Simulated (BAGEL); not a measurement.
**C2H5BGaN (SMILES N#CC[BH][GaH2]) at 5 levels**

Wanted: a comparison of 5 runs (HF/STO-3G, HF/3-21G, HF/def2-SVP, RI-MP2/6-31G*, RI-MP2/6-31G**) of C2H5BGaN. 

The calculation is run with BAGEL 1.2.2.

7 further runs of the same task are left out: 5 that didn't finish, 2 set aside as unsound or not needed.

### Step 1. Starting point

C2H5BGaN: 10 atoms, total charge 0, spin state singlet. SMILES: `N#CC[BH][GaH2]`. Geometry: a GFN2-xTB relaxation, a rough one for these elements and not checked as a minimum. This is one conformer, not always the lowest.

Bond lengths: N1–C2 1.160 Å, C2–C3 1.421 Å, C3–B4 1.615 Å, N1–Ga5 2.235 Å, B4–Ga5 2.144 Å, C3–H6 1.093 Å, C3–H7 1.093 Å, B4–H8 1.172 Å, Ga5–H9 1.555 Å, Ga5–H10 1.555 Å. Some angles: N1–C2–C3 164.8°, C2–N1–Ga5 84.6°, C2–C3–B4 98.4°, C3–B4–Ga5 103.5°, N1–Ga5–B4 88.7°, C2–C3–H6 112.2°, C2–C3–H7 111.9°, B4–C3–H6 113.5°, B4–C3–H7 113.2°, C3–B4–H8 115.8°.

### Step 2. A single-point energy at HF/STO-3G (run 1)

Input file calc.json:

```json
{ "bagel" : [

{
  "title" : "molecule",
  "basis" : "sto-3g",
  "df_basis" : "qzvpp-jkfit",
  "angstrom" : "true",
  "geometry" : [
    { "atom" : "N", "xyz" : [       0.270480,       0.690710,       1.727620 ] },
    { "atom" : "C", "xyz" : [       0.397730,      -0.298250,       1.135610 ] },
    { "atom" : "C", "xyz" : [       0.422930,      -1.299460,       0.127260 ] },
    { "atom" : "B", "xyz" : [      -0.176020,      -0.422880,      -1.089180 ] },
    { "atom" : "Ga", "xyz" : [      -0.507690,       1.501050,      -0.204120 ] },
    { "atom" : "H", "xyz" : [      -0.194560,      -2.162770,       0.387190 ] },
    { "atom" : "H", "xyz" : [       1.436720,      -1.661320,      -0.062250 ] },
    { "atom" : "H", "xyz" : [      -0.286360,      -0.980820,      -2.114360 ] },
    { "atom" : "H", "xyz" : [      -1.874760,       1.961480,       0.375950 ] },
    { "atom" : "H", "xyz" : [       0.511540,       2.672260,      -0.283720 ] }
  ]
},

{ "title" : "hf", "df" : "false" },

{ "title" : "print", "file" : "orbitals.molden", "orbitals" : "true" }

]}
```

On the command line:

```
$ BAGEL_NUM_THREADS=1 BAGEL calc.json > calc.out
```

The program printed:

```text
* using 1 threads per process

  ===============================================================
  ===============================================================

  *** Geometry ***

  { "atom" : "N", "xyz" : [      0.511133,      1.305253,      3.264729 ] },
  { "atom" : "C", "xyz" : [      0.751601,     -0.563611,      2.145992 ] },
  { "atom" : "C", "xyz" : [      0.799222,     -2.455624,      0.240487 ] },
  { "atom" : "B", "xyz" : [     -0.332630,     -0.799127,     -2.058252 ] },
  { "atom" : "Ga", "xyz" : [     -0.959395,      2.836573,     -0.385731 ] },
  { "atom" : "H", "xyz" : [     -0.367665,     -4.087043,      0.731683 ] },
  { "atom" : "H", "xyz" : [      2.715007,     -3.139440,     -0.117635 ] },
  { "atom" : "H", "xyz" : [     -0.541142,     -1.853481,     -3.995561 ] },
  { "atom" : "H", "xyz" : [     -3.542783,      3.706660,      0.710443 ] },
  { "atom" : "H", "xyz" : [      0.966671,      5.049840,     -0.536153 ] },

  Number of auxiliary basis functions:      658

  Since a DF basis is specified, we compute 2- and 3-index integrals:
    o Being stored without compression. Storage requirement is 0.010 GB

  Number of basis functions:       43
  Number of electrons      :       60

    * METHOD: MOLECULE                             1.72

  *** RHF ***

  === Nuclear Repulsion ===
   290.9134969283

      * DIIS with orbital gradients will be used.

  === RHF iteration (sto-3g) ===
      0      -2056.34241223          0.01971056           0.80
      1      -2056.61221061          0.00669377           0.86
      2      -2056.63759137          0.00498576           1.32
      3      -2056.64837468          0.00064858           0.70
      4      -2056.64905874          0.00026612           0.73
      5      -2056.64918905          0.00013739           0.83
      6      -2056.64923222          0.00007718           0.82
      7      -2056.64925187          0.00003193           0.66
      8      -2056.64925551          0.00001628           0.81
      9      -2056.64925620          0.00001089           0.94
     10      -2056.64925639          0.00000527           0.73
     11      -2056.64925647          0.00000204           1.02
     12      -2056.64925648          0.00000086           0.98
     13      -2056.64925648          0.00000051           0.74
     14      -2056.64925648          0.00000033           0.75
     15      -2056.64925648          0.00000021           0.65
     16      -2056.64925648          0.00000012           0.66
     17      -2056.64925648          0.00000006           0.63
     18      -2056.64925648          0.00000003           1.62
     19      -2056.64925648          0.00000002           1.11
     20      -2056.64925648          0.00000001           0.76
    * SCF iteration converged.

    * Permanent dipole moment:
           (   -0.416112,     1.527355,     0.137896) a.u.

    * METHOD: HF                                  19.34

    * METHOD: PRINT                                0.01

  ===============================================================
```

Run time: 22 s. Hardware: 1 thread of Intel Xeon at 2.50GHz (Skylake/Cascade Lake), shared host; peak memory 0.079 GiB.

### Step 3. A single-point energy at HF/3-21G (run 2)

Input file calc.json:

```json
{ "bagel": [

{
  "title": "molecule",
  "basis": "3-21g",
  "df_basis": "qzvpp-jkfit",
  "angstrom": true,
  "geometry": [
    { "atom": "N", "xyz": [    0.270480,    0.690710,    1.727620 ] },
    { "atom": "C", "xyz": [    0.397730,   -0.298250,    1.135610 ] },
    { "atom": "C", "xyz": [    0.422930,   -1.299460,    0.127260 ] },
    { "atom": "B", "xyz": [   -0.176020,   -0.422880,   -1.089180 ] },
    { "atom": "Ga", "xyz": [   -0.507690,    1.501050,   -0.204120 ] },
    { "atom": "H", "xyz": [   -0.194560,   -2.162770,    0.387190 ] },
    { "atom": "H", "xyz": [    1.436720,   -1.661320,   -0.062250 ] },
    { "atom": "H", "xyz": [   -0.286360,   -0.980820,   -2.114360 ] },
    { "atom": "H", "xyz": [   -1.874760,    1.961480,    0.375950 ] },
    { "atom": "H", "xyz": [    0.511540,    2.672260,   -0.283720 ] }
  ]
},
{
  "title": "hf",
  "df": false
},
{
  "title": "print",
  "file": "orbitals.molden",
  "orbitals": true
}

]}
```

On the command line:

```
$ BAGEL_NUM_THREADS=1 BAGEL calc.json > calc.out
```

The program printed:

```text
* using 1 threads per process

  ===============================================================
  ===============================================================

  *** Geometry ***

  { "atom" : "N", "xyz" : [      0.511133,      1.305253,      3.264729 ] },
  { "atom" : "C", "xyz" : [      0.751601,     -0.563611,      2.145992 ] },
  { "atom" : "C", "xyz" : [      0.799222,     -2.455624,      0.240487 ] },
  { "atom" : "B", "xyz" : [     -0.332630,     -0.799127,     -2.058252 ] },
  { "atom" : "Ga", "xyz" : [     -0.959395,      2.836573,     -0.385731 ] },
  { "atom" : "H", "xyz" : [     -0.367665,     -4.087043,      0.731683 ] },
  { "atom" : "H", "xyz" : [      2.715007,     -3.139440,     -0.117635 ] },
  { "atom" : "H", "xyz" : [     -0.541142,     -1.853481,     -3.995561 ] },
  { "atom" : "H", "xyz" : [     -3.542783,      3.706660,      0.710443 ] },
  { "atom" : "H", "xyz" : [      0.966671,      5.049840,     -0.536153 ] },

  Number of auxiliary basis functions:      658

  Since a DF basis is specified, we compute 2- and 3-index integrals:
    o Being stored without compression. Storage requirement is 0.024 GB

  Number of basis functions:       68
  Number of electrons      :       60

    * METHOD: MOLECULE                             1.95

  *** RHF ***

  === Nuclear Repulsion ===
   290.9134969283

      * DIIS with orbital gradients will be used.

  === RHF iteration (3-21g) ===
      0      -2059.12077968          0.03141157           1.33
      1      -2070.06853746          0.03225430           1.29
      2      -2070.57586862          0.01108116           1.16
      3      -2070.64563719          0.00654586           0.78
      4      -2070.66575658          0.00084428           0.65
      5      -2070.66631310          0.00031986           0.90
      6      -2070.66638369          0.00007715           0.85
      7      -2070.66639096          0.00001926           0.74
      8      -2070.66639140          0.00000616           0.75
      9      -2070.66639144          0.00000354           0.89
     10      -2070.66639145          0.00000176           0.74
     11      -2070.66639145          0.00000074           0.72
     12      -2070.66639145          0.00000027           0.98
     13      -2070.66639145          0.00000009           1.20
     14      -2070.66639145          0.00000003           0.85
     15      -2070.66639145          0.00000001           1.51
     16      -2070.66639145          0.00000001           0.81
    * SCF iteration converged.

    * Permanent dipole moment:
           (   -0.404583,     1.854353,     0.539285) a.u.

    * METHOD: HF                                  17.69

    * METHOD: PRINT                                0.02

  ===============================================================
```

Wall time 21 s (1 thread of Intel Xeon at 2.50GHz (Skylake/Cascade Lake), shared host); peak memory 0.079 GiB.

Runs 3 to 4 aren't shown in full; the table further down has their settings and results.

### Step 4. Energy and forces at RI-MP2/6-31G(d,p) (density fitting with qzvpp-jkfit, spherical functions) (run 5)

Input file job.json:

```json
{ "bagel": [

{
  "title": "molecule",
  "basis": "6-31gss.json",
  "df_basis": "qzvpp-jkfit",
  "angstrom": true,
  "geometry": [
    { "atom": "N", "xyz": [    0.270480,    0.690710,    1.727620 ] },
    { "atom": "C", "xyz": [    0.397730,   -0.298250,    1.135610 ] },
    { "atom": "C", "xyz": [    0.422930,   -1.299460,    0.127260 ] },
    { "atom": "B", "xyz": [   -0.176020,   -0.422880,   -1.089180 ] },
    { "atom": "Ga", "xyz": [   -0.507690,    1.501050,   -0.204120 ] },
    { "atom": "H", "xyz": [   -0.194560,   -2.162770,    0.387190 ] },
    { "atom": "H", "xyz": [    1.436720,   -1.661320,   -0.062250 ] },
    { "atom": "H", "xyz": [   -0.286360,   -0.980820,   -2.114360 ] },
    { "atom": "H", "xyz": [   -1.874760,    1.961480,    0.375950 ] },
    { "atom": "H", "xyz": [    0.511540,    2.672260,   -0.283720 ] }
  ]
},
{
  "title": "force",
  "method": [
    { "title": "mp2", "ncore": 13 }
  ]
}

]}
```

The basis set 6-31G** is read from a file made from the Basis Set Exchange's data (not shown).

On the command line:

```
$ BAGEL_NUM_THREADS=1 BAGEL job.json > job.out
```

The program printed:

```text
* using 1 threads per process

  ===============================================================
  ===============================================================

  *** Geometry ***

  { "atom" : "N", "xyz" : [      0.511133,      1.305253,      3.264729 ] },
  { "atom" : "C", "xyz" : [      0.751601,     -0.563611,      2.145992 ] },
  { "atom" : "C", "xyz" : [      0.799222,     -2.455624,      0.240487 ] },
[... 6 lines of this table left out ...]
  { "atom" : "H", "xyz" : [      0.966671,      5.049840,     -0.536153 ] },

  Number of auxiliary basis functions:      658

  Since a DF basis is specified, we compute 2- and 3-index integrals:
    o Being stored without compression. Storage requirement is 0.067 GB

[... 20 lines left out ...]
    * SCF iteration converged.
[... 1 line left out ...]
    * Permanent dipole moment:
[... 6 lines left out ...]
      MP2 correlation energy:   -0.7491945460
[... 1 line left out ...]
    * Permanent dipole moment: MP2 unrelaxed
[... 10 lines left out ...]
    * Permanent dipole moment: MP2 relaxed
[... 45 lines left out ...]
    * METHOD: FORCE                               50.37

  ===============================================================
```

Run time: 54 s. Hardware: 1 thread of Intel Xeon at 2.50GHz (Skylake/Cascade Lake), shared host; peak memory 0.42 GiB.

### Step 5. All runs side by side

```
run                                                                                            level  integral approximation  fitting correlation   energy (Eh)  dipole moment (D)  HOMO energy (eV)  LUMO energy (eV)  wall time
  1                                                                                        HF/STO-3G                    none                    –  -2056.649256               4.04             -6.48              6.06       22 s
  2                                                                                         HF/3-21G                    none                    –  -2070.666391               5.02            -10.08              1.54       21 s
  3                                                   HF/def2-SVP (density fitting with qzvpp-jkfit)             qzvpp-jkfit                    –  -2080.588707               5.16            -10.11              1.38       19 s
  4  RI-MP2/6-31G* (density fitting with svp-jkfit, cc-pvdz-ri for correlation, spherical functions)               svp-jkfit           cc-pvdz-ri  -2081.391901                  –                 –                 –       18 s
  5                           RI-MP2/6-31G** (density fitting with qzvpp-jkfit, spherical functions)             qzvpp-jkfit                    –  -2081.428401               4.69                 –                 –       54 s
```

### Step 6. Summary of results

```
                                                      quantity           value
                                           run 5: total energy  -2081.42840 Eh
run 5: dipole moment (of the density that the program reports)          4.69 D
           run 5: correlation energy (13 core orbitals frozen)      -749.2 mEh
                               run 5: largest force on an atom      3.271 eV/Å
```

In words: Over runs 1, 2, 3, 5 the dipole moment (its size) runs from 4.04 D (HF/STO-3G) to 5.16 D (HF/def2-SVP). Over runs 1, 2, 3 the HOMO–LUMO gap runs from 11.50 eV (HF/def2-SVP) to 12.55 eV (HF/STO-3G). In run 1 the basis is minimal, so the values are rough. All runs together took 2.2 min, the longest 54 s.
